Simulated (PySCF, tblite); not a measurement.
# C5H16BGeN: geometry, infrared bands and NMR shifts

Wanted: the infrared bands and NMR shifts of C5H16BGeN (`[BH3-][N@@H+](C)[C@H]1[GeH2][CH2][C@@H]1C`), by calculation.

Programs: tblite 0.8.0 and PySCF 2.14.0, with density-fitted response routines of our own. Each step states its level of theory. These are calculated values for one molecule in the gas phase, unless marked as measured. Atoms count from 0, in the outputs and in this text.

**1. The starting structure**

24 atoms, charge 0, multiplicity 1; geometry from: force field or distance geometry start.

Bonds of the start (Å): B0–N1 1.54, N1–C2 1.48, N1–C3 1.49, C3–Ge4 1.95, Ge4–C5 1.92, C5–C6 1.53, C6–C7 1.53, C6–C3 1.56, B0–H8 1.19, B0–H9 1.19, B0–H10 1.20, N1–H11 1.05, C2–H12 1.11, C2–H13 1.10, C2–H14 1.12, C3–H15 1.10, Ge4–H16 1.55, Ge4–H17 1.56, C5–H18 1.12, C5–H19 1.12, C6–H20 1.12, C7–H21 1.10, C7–H22 1.11, C7–H23 1.11.

**2. Relaxing the molecule with GFN2-xTB**

What the job is given:

```
{"job": {"kind": "relax", "xc": "GFN2-xTB", "basis": "xTB"}, "charge": 0, "multiplicity": 1}
B     -2.420700     0.660000    -0.468700
N     -1.261500     0.057400     0.346200
C     -1.582900    -1.348400     0.697700
C      0.019700     0.119800    -0.409100
Ge     0.661900     1.933300    -0.700300
C      2.031400     1.028900     0.304200
C      1.259100    -0.282800     0.440900
C      2.018500    -1.480900    -0.131300
H     -2.274900     1.833400    -0.605000
H     -2.505000     0.147800    -1.538400
H     -3.468800     0.506700     0.101500
H     -1.170000     0.595200     1.247100
H     -1.679300    -1.972100    -0.211300
H     -0.818800    -1.794200     1.353800
H     -2.555400    -1.390100     1.257600
H     -0.040900    -0.439000    -1.355000
H     -0.078500     3.007400     0.136700
H      1.066600     2.185900    -2.181200
H      2.202200     1.526500     1.293700
H      2.977200     0.940100    -0.279700
H      1.010200    -0.453600     1.519500
H      2.934000    -1.667000     0.455600
H      1.378100    -2.383300    -0.070600
H      2.286100    -1.311200    -1.196400
```

Started as:

```sh
$ OMP_NUM_THREADS=1 python probes_run.py task.json out
```

One launch serves the whole session: the jobs run in the order shown.

Output:

```text
step      E/eV     max force
  0    -677.50908    2.276
  1    -677.77411    0.902
  2    -677.89371    0.634
  3    -677.95112    0.542
  4    -677.99630    0.400
  5    -678.02173    0.314
  6    -678.04163    0.343
  7    -678.05967    0.334
  8    -678.07593    0.315
  9    -678.08573    0.195
 10    -678.09017    0.146
 11    -678.09282    0.135
 12    -678.09573    0.127
 13    -678.09841    0.138
 14    -678.10038    0.110
 15    -678.10171    0.072
 16    -678.10275    0.065
 17    -678.10365    0.071
 18    -678.10446    0.070
 19    -678.10524    0.063
 20    -678.10607    0.061
 21    -678.10699    0.068
 22    -678.10810    0.088
 23    -678.10945    0.087
 24    -678.11092    0.094
 25    -678.11228    0.085
 26    -678.11351    0.081
 27    -678.11472    0.082
 28    -678.11596    0.085
 29    -678.11702    0.067
 30    -678.11777    0.069
 31    -678.11840    0.066
 32    -678.11915    0.074
 33    -678.12000    0.071
 34    -678.12079    0.052
 35    -678.12142    0.057
 36    -678.12207    0.069
 37    -678.12292    0.084
 38    -678.12404    0.098
 39    -678.12527    0.078
 40    -678.12639    0.061
 41    -678.12736    0.074
 42    -678.12817    0.057
 43    -678.12880    0.053
 44    -678.12933    0.044
 45    -678.12988    0.051
 46    -678.13054    0.057
 47    -678.13131    0.067
 48    -678.13215    0.065
 49    -678.13318    0.071
 50    -678.13458    0.094
 51    -678.13631    0.090
 52    -678.13798    0.083
 53    -678.13916    0.067
 54    -678.13998    0.075
 55    -678.14070    0.100
 56    -678.14160    0.079
 57    -678.14255    0.048
 58    -678.14293    0.042
 59    -678.14325    0.048
 60    -678.14370    0.047
 61    -678.14421    0.056
 62    -678.14475    0.049
 63    -678.14533    0.055
 64    -678.14606    0.066
 65    -678.14703    0.078
 66    -678.14811    0.075
 67    -678.14900    0.066
 68    -678.14961    0.056
 69    -678.15008    0.050
 70    -678.15052    0.054
 71    -678.15097    0.056
 72    -678.15141    0.051
 73    -678.15185    0.052
 74    -678.15229    0.053
 75    -678.15296    0.078
 76    -678.15384    0.084
 77    -678.15477    0.083
 78    -678.15565    0.061
 79    -678.15655    0.068
 80    -678.15752    0.100
 81    -678.15841    0.087
 82    -678.15906    0.054
 83    -678.15947    0.057
 84    -678.15990    0.062
 85    -678.16031    0.055
 86    -678.16064    0.031
 87    -678.16082    0.034
 88    -678.16102    0.033
 89    -678.16125    0.034
 90    -678.16153    0.037
 91    -678.16177    0.027
 92    -678.16192    0.024
 93    -678.16202    0.017
 94    -678.16211    0.025
 95    -678.16220    0.028
 96    -678.16229    0.022
 97    -678.16236    0.017
 98    -678.16241    0.017
 99    -678.16247    0.022
100    -678.16254    0.031
101    -678.16264    0.030
102    -678.16274    0.022
103    -678.16283    0.020
104    -678.16290    0.024
105    -678.16299    0.033
106    -678.16307    0.028
107    -678.16313    0.014
108    -678.16316    0.014
109    -678.16320    0.016
110    -678.16324    0.018
111    -678.16328    0.014
112    -678.16332    0.010
113    -678.16335    0.012
114    -678.16338    0.018
115    -678.16343    0.018
116    -678.16347    0.014
117    -678.16351    0.012
118    -678.16355    0.013
119    -678.16358    0.016
120    -678.16361    0.012
121    -678.16364    0.012
122    -678.16366    0.009
```

It took 1.1 s on 1 thread of Arm Neoverse V1, shared host; peak memory 0.18 GiB.

Step by step: (not every step is listed)

| step | energy from step 0 (eV) | largest force (eV/Å) |
| --- | --- | --- |
| 0 | 0.0000 | 2.2761 |
| 1 | -0.2650 | 0.9017 |
| 2 | -0.3846 | 0.6339 |
| 3 | -0.4420 | 0.5418 |
| 4 | -0.4872 | 0.4003 |
| 5 | -0.5127 | 0.3144 |
| 6 | -0.5326 | 0.3425 |
| 7 | -0.5506 | 0.3343 |
| 8 | -0.5668 | 0.3151 |
| 18 | -0.5954 | 0.0696 |
| 28 | -0.6069 | 0.0848 |
| 38 | -0.6150 | 0.0985 |
| 48 | -0.6231 | 0.0647 |
| 58 | -0.6338 | 0.0419 |
| 68 | -0.6405 | 0.0557 |
| 78 | -0.6466 | 0.0612 |
| 88 | -0.6519 | 0.0328 |
| 98 | -0.6533 | 0.0166 |
| 108 | -0.6541 | 0.0138 |
| 117 | -0.6544 | 0.0123 |
| 118 | -0.6545 | 0.0132 |
| 119 | -0.6545 | 0.0158 |
| 120 | -0.6545 | 0.0118 |
| 121 | -0.6546 | 0.0118 |
| 122 | -0.6546 | 0.0095 |

Distances of close pairs at the start and the end, largest changes first:

| bond | before (Å) | after (Å) | change (Å) |
| --- | --- | --- | --- |
| B0–N1 | 1.540 | 1.634 | +0.094 |
| Ge4–C5 | 1.924 | 1.999 | +0.075 |
| C3–Ge4 | 1.946 | 2.002 | +0.057 |
| Ge4–H17 | 1.556 | 1.504 | -0.052 |
| Ge4–H16 | 1.550 | 1.506 | -0.044 |
| N1–H11 | 1.053 | 1.018 | -0.036 |
| C2–H14 | 1.123 | 1.088 | -0.035 |
| N1–C3 | 1.489 | 1.454 | -0.034 |

The next job starts from the end point, and lists it.

**3. Harmonic vibrations with GFN2-xTB**

What the job is given:

```
{"job": {"kind": "ir", "xc": "GFN2-xTB", "basis": "xTB"}, "charge": 0, "multiplicity": 1}
B     -2.477568     0.619041    -0.603648
N     -1.279982    -0.038717     0.292145
C     -1.546719    -1.437272     0.608242
C      0.003679     0.180512    -0.354879
Ge     0.614641     2.079176    -0.531332
C      2.198279     1.017338     0.068455
C      1.282388    -0.168266     0.445893
C      1.900932    -1.520852     0.124090
H     -2.128078     1.760133    -0.800258
H     -2.544820    -0.008473    -1.612542
H     -3.467396     0.557461     0.057158
H     -1.296702     0.498997     1.155960
H     -1.515542    -2.016463    -0.313031
H     -0.819103    -1.839707     1.316428
H     -2.544800    -1.524755     1.032438
H     -0.009487    -0.353686    -1.306915
H      0.061747     2.999115     0.524748
H      0.634725     2.799531    -1.851627
H      2.829409     1.364302     0.883204
H      2.847218     0.748107    -0.764174
H      1.055219    -0.119321     1.517538
H      2.842280    -1.640134     0.658238
H      1.244669    -2.342318     0.404595
H      2.103276    -1.593985    -0.943171
```

Output:

```text
mode    cm-1     km/mol
  1      73.8      4.65
  2      92.7      7.32
  3     144.7     12.23
  4     187.8      8.00
  5     207.8      2.07
  6     227.5      7.78
  7     241.5      2.37
  8     274.1      8.35
  9     312.9      3.71
 10     330.7      8.23
 11     370.7      9.54
 12     394.1     12.71
 13     424.0     13.65
 14     454.7      6.43
 15     508.6     14.31
 16     560.8    175.05
 17     632.7     50.51
 18     674.2     16.82
 19     711.3     45.50
 20     747.3     43.04
 21     803.7    199.76
 22     861.8     23.52
 23     896.8     53.63
 24     912.2     26.37
 25     948.5      2.17
 26     986.4     17.28
 27    1006.1     20.79
 28    1054.3     67.73
 29    1065.8     13.05
 30    1091.7      5.70
 31    1100.8     16.54
 32    1128.7     25.14
 33    1157.2     39.67
 34    1165.5    151.81
 35    1175.3     17.06
 36    1177.2     18.72
 37    1205.0      6.83
 38    1239.7     40.91
 39    1252.0     37.46
 40    1268.2     11.04
 41    1293.6      3.39
 42    1324.2      2.70
 43    1376.3     22.40
 44    1408.7      0.15
 45    1417.6      3.68
 46    1455.4      2.37
 47    1475.3      3.18
 48    1482.8     12.75
 49    1501.1      1.76
 50    1505.5      2.71
 51    1915.9    254.63
 52    1999.7    495.76
 53    2269.8    326.96
 54    2447.0    285.95
 55    2469.6    174.54
 56    2905.8     54.82
 57    2954.4     26.33
 58    2978.2     40.51
 59    2981.3     35.53
 60    3001.7     30.71
 61    3020.1     42.17
 62    3022.5     47.04
 63    3029.9     29.36
 64    3032.8     15.32
 65    3038.6     14.19
 66    3321.5      1.68
```

Wall time 1.2 s (1 thread of Arm Neoverse V1, shared host); peak memory 0.18 GiB.

The strongest bands and the atoms that carry them (share of the mass-weighted mode):

| cm⁻¹ | km/mol | atoms |
| --- | --- | --- |
| 561 | 175.1 | H16 62 %, H17 26 % |
| 804 | 199.8 | H16 49 %, H17 44 % |
| 1166 | 151.8 | H8 20 %, H9 16 %, N1 15 %, H10 10 % |
| 1916 | 254.6 | H16 49 %, H17 49 % |
| 2000 | 495.8 | H17 49 %, H16 49 % |
| 2270 | 327.0 | H8 92 % |
| 2447 | 285.9 | H10 81 %, H9 10 % |
| 2470 | 174.5 | H9 82 %, H10 12 % |

**4. Shielding tensors: PBE0/pcSseg-1**

Same as in step 3 but for these lines:

```diff
@@ -1,2 +1,2 @@
-{"job": {"kind": "ir", "xc": "GFN2-xTB", "basis": "xTB"}, "charge": 0, "multiplicity": 1}
+{"job": {"kind": "nmr", "xc": "PBE0", "basis": "pcSseg-1"}, "charge": 0, "multiplicity": 1}
 B     -2.477568     0.619041    -0.603648
```

With the program's defaults for keys left out, this is: GIAO PBE0/pcSseg-1 NMR shielding, non-relativistic, gas phase.

Output:

```text
coarse grid: 83168 points
cycle   1  E = -2355.7574409814  dE =  7.889e-02  |g| = 9.645e-01  |ddm| = 4.263e+00
cycle   2  E = -2355.7330054540  dE =  2.444e-02  |g| = 9.935e-01  |ddm| = 1.288e+00
cycle   3  E = -2355.8653891280  dE = -1.324e-01  |g| = 1.194e-01  |ddm| = 7.599e-01
cycle   4  E = -2355.8680491331  dE = -2.660e-03  |g| = 4.876e-02  |ddm| = 1.674e-01
cycle   5  E = -2355.8686740598  dE = -6.249e-04  |g| = 7.685e-03  |ddm| = 5.168e-02
cycle   6  E = -2355.8686865095  dE = -1.245e-05  |g| = 2.355e-03  |ddm| = 1.061e-02
cycle   7  E = -2355.8686878631  dE = -1.354e-06  |g| = 4.184e-04  |ddm| = 2.666e-03
final grid: 177232 points
cycle   8  E = -2355.8687694902  dE = -1.709e-07  |g| = 4.586e-04  |ddm| = 3.277e-03
cycle   9  E = -2355.8687694594  dE =  3.083e-08  |g| = 5.910e-04  |ddm| = 9.754e-04
cycle  10  E = -2355.8687695440  dE = -8.461e-08  |g| = 5.675e-05  |ddm| = 5.540e-04
cycle  11  E = -2355.8687695447  dE = -7.003e-10  |g| = 1.095e-05  |ddm| = 6.598e-05
converged SCF energy = -2355.8687695447

GIAO shielding tensors (ppm)
atom      isotropic    diamagn.    paramagn.     s11        s22        s33       span
  0 B      119.106     189.887     -70.780     97.086    106.486    153.747     56.661
  1 N      193.878     320.306    -126.428    170.617    197.676    213.342     42.725
  2 C      145.988     248.021    -102.033    122.689    131.774    183.502     60.813
  3 C      114.927     251.880    -136.953     79.240    118.203    147.339     68.099
  4 Ge    1475.307    2757.147   -1281.839   1379.781   1493.574   1552.568    172.787
  5 C      166.041     252.980     -86.939    145.626    156.086    196.412     50.785
  6 C      144.866     249.349    -104.484    129.491    143.262    161.844     32.354
  7 C      159.220     246.408     -87.189    143.684    148.868    185.108     41.425
  8 H       29.932      31.166      -1.233     25.297     28.715     35.785     10.488
  9 H       29.999      31.105      -1.105     26.840     28.034     35.125      8.284
 10 H       29.837      30.967      -1.130     26.530     27.592     35.388      8.858
 11 H       29.019      35.378      -6.359     23.796     27.233     36.027     12.231
 12 H       29.631      30.852      -1.222     26.632     27.382     34.879      8.247
 13 H       29.033      31.709      -2.676     23.904     28.572     34.624     10.719
 14 H       28.706      29.107      -0.401     23.684     26.645     35.790     12.107
 15 H       28.991      35.225      -6.234     27.414     28.701     30.857      3.443
 16 H       27.203      30.437      -3.235     21.566     22.442     37.600     16.034
 17 H       26.804      29.528      -2.724     20.826     20.943     38.643     17.817
 18 H       30.035      31.077      -1.042     25.726     26.595     37.783     12.057
 19 H       30.716      31.891      -1.175     26.765     29.084     36.298      9.533
 20 H       29.653      34.702      -5.049     28.131     28.581     32.248      4.117
 21 H       30.339      29.143       1.196     25.758     27.535     37.724     11.966
 22 H       30.385      30.977      -0.592     25.255     29.716     36.185     10.929
 23 H       30.758      31.037      -0.279     27.587     29.178     35.510      7.923
```

Run time: 83 s. Hardware: 1 thread of Arm Neoverse V1, shared host; peak memory 1.2 GiB.

The references, computed at this level on geometries of the same kind, shield at (ppm): ¹H TMS 31.72, ¹³C TMS 186.9, ¹⁵N NH3 267.7, ¹¹B BF3·OEt2 100.1, ⁷³Ge GeMe4 1331. Their shielding less the atom's gives the shift. The references are single molecules in the gas phase, so shifts against H2O, NH3, PH3, H3PO4 or CFCl3 are not on the usual liquid scales and can be off by tens of ppm. Atoms listed in one row are averaged.

| atoms | environment | σ (ppm) | δ (ppm) |
| --- | --- | --- | --- |
| C3 | sp3 CH bonded to Ge and N | 114.9 | 72.0 |
| C6 | sp3 CH in a ring | 144.9 | 42.1 |
| C2 | methyl carbon bonded to N | 146.0 | 40.9 |
| C7 | methyl carbon | 159.2 | 27.7 |
| C5 | sp3 CH2 bonded to Ge | 166.0 | 20.9 |
| H17 | hydrogen on a germanium bonded to 2 C, in a 4-membered ring | 26.80 | 4.91 |
| H16 | hydrogen on a germanium bonded to 2 C, in a 4-membered ring | 27.20 | 4.51 |
| H15 | hydrogen on an sp3 CH bonded to Ge and N | 28.99 | 2.73 |
| H11 | hydrogen on a donor nitrogen of a Lewis adduct | 29.02 | 2.70 |
| H12, H13, H14 | hydrogen on a methyl carbon bonded to N | 29.12 | 2.59 |
| H20 | hydrogen on an sp3 CH in a ring | 29.65 | 2.06 |
| H8, H9, H10 | hydrogen on a boron bonded to N | 29.92 | 1.79 |
| H18 | hydrogen on an sp3 CH2 bonded to Ge | 30.03 | 1.68 |
| H21, H22, H23 | hydrogen on a methyl carbon | 30.49 | 1.22 |
| H19 | hydrogen on an sp3 CH2 bonded to Ge | 30.72 | 1.00 |
| B0 | boron bonded to N, 3 H | 119.1 | -19.0 |
| N1 | donor nitrogen of a Lewis adduct | 193.9 | 73.9 |
| Ge4 | germanium bonded to 2 C, 2 H, in a 4-membered ring | 1475 | -144 |

The run also stored atomic charges by several schemes (e):

| atoms | Mulliken | IAO | Hirshfeld | ESP fit |
| --- | --- | --- | --- | --- |
| B0 | -0.08 | -0.39 | -0.10 | -0.14 |
| N1 | -0.47 | -0.13 | 0.00 | 0.03 |
| C2 | -0.09 | -0.31 | -0.04 | -0.37 |
| C3 | -0.26 | -0.24 | -0.04 | -0.50 |
| Ge4 | 0.43 | 0.61 | 0.35 | 0.40 |
| C5 | -0.37 | -0.51 | -0.16 | -0.57 |
| C6 | -0.32 | -0.11 | -0.03 | 0.53 |
| C7 | -0.17 | -0.42 | -0.12 | -0.61 |

Mayer bond orders: B0–N1 0.62, N1–C2 0.93, N1–C3 0.87, C3–Ge4 0.87, Ge4–C5 0.95, C5–C6 0.96, C6–C7 1.03, C6–C3 0.89.

Ring of atoms C3, Ge4, C5, C6: NICS(0) -2.8, NICS(1) -2.1, NICS(1)zz 4.4 ppm (means of both faces).

**5. Results**

```
                                                              quantity                                                           value
                             strongest single infrared mode (GFN2-xTB)                                           2000 cm⁻¹, 496 km/mol
                                          zero-point energy (GFN2-xTB)                                                  125.4 kcal/mol
                                ¹³C shifts against TMS (PBE0/pcSseg-1)                                72.0, 42.1, 40.9, 27.7, 20.9 ppm
¹H shifts against TMS (PBE0/pcSseg-1, means over atoms taken as alike)  4.91, 4.51, 2.73, 2.70, 2.59, 2.06, 1.79, 1.68, 1.22, 1.00 ppm
                           ¹¹B shifts against BF3·OEt2 (PBE0/pcSseg-1)                                                       -19.0 ppm
                                ¹⁵N shifts against NH3 (PBE0/pcSseg-1)                                                        73.9 ppm
                             ⁷³Ge shifts against GeMe4 (PBE0/pcSseg-1)                                                        -144 ppm
```

**Reading.** The optimisation took 122 steps and gained 0.655 eV; among the close pairs (by a distance rule), B0–N1 changed most, from 1.540 to 1.634 Å. No mode is imaginary among the 66: a minimum at this level. The strongest single mode, at 2000 cm⁻¹, moves mainly H17 and H16. Unscaled tight-binding wavenumbers are off by several per cent, some by more. Its intensities can rank the bands wrongly. At PBE0/pcSseg-1: The largest span, 173 ppm, is at Ge4, where the paramagnetic term is -1282 ppm. Spin-orbit coupling is left out, which matters for shieldings and couplings at and beside the heavy atoms.
